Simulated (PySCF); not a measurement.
Molecule: FAlBrH, in a box.

```
CELL_PARAMETERS angstrom
12.00000 0.00000 0.00000
0.00000 12.00000 0.00000
0.00000 0.00000 12.00000
ATOMIC_POSITIONS crystal
F 0.59806 0.40847 0.59783
Al 0.54700 0.48279 0.49759
Br 0.40388 0.40578 0.40528
H 0.59317 0.59655 0.47896
```

The cell isn't the ideal one: atoms moved at random, drawn with an rms of 0.05 Å.

Base run:

| Property | Result |
| --- | --- |
| Program | PySCF 2.14.0 |
| Functional | HSE06 |
| Dispersion | D4 |
| Potentials or basis | 6-31g* (all-electron) |
| k mesh | 1 × 1 × 1 |
| Occupations | fixed |
| Spin | no spin polarisation |

Its results: gap between the frontier levels 6.82 eV.

Problem. After a change of settings the same cell gave: gap between the frontier levels 6.89 eV. Which change was it?
A. functional from HSE06 to HSE03; dispersion from D4 to none
B. functional from HSE06 to MN15-L; dispersion from D4 to D3
C. functional from HSE06 to X3LYP; dispersion from D4 to D3(BJ)

Solution. A.

Caveats: this program's HSE differs a little from the usual definition; this is a molecule in a periodic box at the Γ point, so its band gap is the HOMO-LUMO gap; relativity is left out, which matters for the heavier elements; the basis of atomic orbitals isn't converged, which shifts pressures, moduli and gaps.

Runs at the PBE level aren't shown here.
